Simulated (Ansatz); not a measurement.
Geometry optimisation, Ansatz, DFT LDA, scalar-relativistic, plane waves, PAW.

The input (input.yaml):

```yaml
crystal:
  lattice:
    - [7.67918, 0.0, 0.0]
    - [3.83959, 6.650365, 0.0]
    - [0.0, 0.0, 18.418765]
  atoms:
    - { symbol: H, position: [0.1666667, 0.1666667, 0.0542925] }
    - { symbol: H, position: [0.6666667, 0.1666667, 0.0542925] }
    - { symbol: H, position: [0.1666667, 0.6666667, 0.0542925] }
    - { symbol: H, position: [0.6666667, 0.6666667, 0.0542925] }
    - { symbol: Si, position: [0.1666667, 0.1666667, 0.1357311] }
    - { symbol: Si, position: [0.6666667, 0.1666667, 0.1357311] }
    - { symbol: Si, position: [0.1666667, 0.6666667, 0.1357311] }
    - { symbol: Si, position: [0.6666667, 0.6666667, 0.1357311] }
    - { symbol: Si, position: [-0.1666667, 0.3333333, 0.178283] }
    - { symbol: Si, position: [0.3333333, 0.3333333, 0.178283] }
    - { symbol: Si, position: [-0.1666667, 0.8333333, 0.178283] }
    - { symbol: Si, position: [0.3333333, 0.8333333, 0.178283] }
    - { symbol: Si, position: [-0.1666667, 0.3333333, 0.3059386] }
    - { symbol: Si, position: [0.3333333, 0.3333333, 0.3059386] }
    - { symbol: Si, position: [-0.1666667, 0.8333333, 0.3059386] }
    - { symbol: Si, position: [0.3333333, 0.8333333, 0.3059386] }
    - { symbol: Si, position: [0.0, 0.0, 0.3484905] }
    - { symbol: Si, position: [0.5, 0.0, 0.3484905] }
    - { symbol: Si, position: [0.0, 0.5, 0.3484905] }
    - { symbol: Si, position: [0.5, 0.5, 0.3484905] }
    - { symbol: B, position: [0.0407558, 0.9080419, 0.4521891] }
    - { symbol: H, position: [-0.0394629, 0.8096315, 0.4618803] }
    - { symbol: H, position: [0.2193808, 0.8278269, 0.4618803] }
    - { symbol: H, position: [-0.0576504, 1.0866671, 0.4618803] }
basis:
  ecutwfc: 420.0
kpoints:
  mp_grid: { grid: [2, 2, 1] }
hamiltonian:
  xc: lda
  pseudopotentials: { kind: paw, azcp: { folder: soft_1 } }
scf:
  occupations: { method: fermi_dirac, width: 0.05 }
  lower_state_search: "off"
relax:
  f_tol: 0.03
  max_steps: 60
  adjacent_minimum: "off"
  constraints: [{ sites: [0, 1, 2, 3, 4, 5, 6, 7] }]
output:
  write_density: true
  write_potential: true
  elf: true
  volumetric_format: npy
```

Command:

```bash
$ ansatz run input.yaml --threads 1 --pin off --max-ram 3072MiB --backend cpu --events-out ev --progress --plain --runs-dir out
```

**Question.** Where does it end, and by what steps?

**Answer.** It converged. Limits of this set-up: coarse k mesh, thin slab, slab without dipole correction, no dispersion correction for a molecule that may bind weakly, PAW files made for another functional. After 39 steps the energy has fallen by 1.580 eV; H24 moved furthest, 2.21 Å. Parted: Si9–Si13 (2.35 → 4.03 Å). Joined: Si9–Si20 (3.84 → 2.38 Å), Si19–H22 (3.06 → 1.67 Å).

```csv
step,energy less start (eV),largest force component (eV/Å),accepted
0,0.0000,0.929,yes
2,-0.7377,0.767,yes
4,-0.9267,0.322,yes
6,-0.9895,0.188,yes
8,-1.0676,0.467,yes
10,-1.1259,0.171,yes
12,-1.1441,0.070,yes
14,-1.1516,0.149,yes
16,-1.1588,0.130,yes
18,-1.1710,0.233,yes
20,-1.2043,0.166,yes
22,-1.2409,0.199,yes
24,-1.2751,0.100,yes
26,-1.3195,0.209,yes
28,-1.3527,0.119,yes
30,-1.3801,0.140,yes
32,-1.4264,0.181,yes
34,-1.5107,0.242,yes
36,-1.5711,0.202,yes
38,-1.5785,0.045,yes
39,-1.5797,0.016,yes
```

```xyz
24
Lattice="7.6792 0.0000 0.0000 3.8396 6.6504 0.0000 0.0000 0.0000 18.4188" Properties=species:S:1:pos:R:3
H 1.920 1.108 1.000
H 5.759 1.108 1.000
H 3.840 4.434 1.000
H 7.679 4.434 1.000
Si 1.920 1.108 2.500
Si 5.759 1.108 2.500
Si 3.840 4.434 2.500
Si 7.679 4.434 2.500
Si -0.049 2.245 3.286
Si 3.861 2.208 3.236
Si 1.874 5.565 3.296
Si 5.782 5.529 3.248
Si 0.691 1.841 7.224
Si 4.591 1.945 5.449
Si 2.692 5.198 5.614
Si 6.350 5.077 5.471
Si 0.720 -0.553 6.689
Si 4.529 -0.393 5.584
Si 2.690 2.982 6.460
Si 6.898 2.709 5.506
B 3.752 4.848 8.121
H 3.481 3.557 7.818
H 4.585 4.491 8.928
H 2.707 5.263 8.566
```

Whether the end is a true minimum wasn't checked by a vibrational analysis.

The run took 8.6 min on 1 thread of Arm Neoverse V1, with other jobs on the host, peak memory 0.83 GiB.
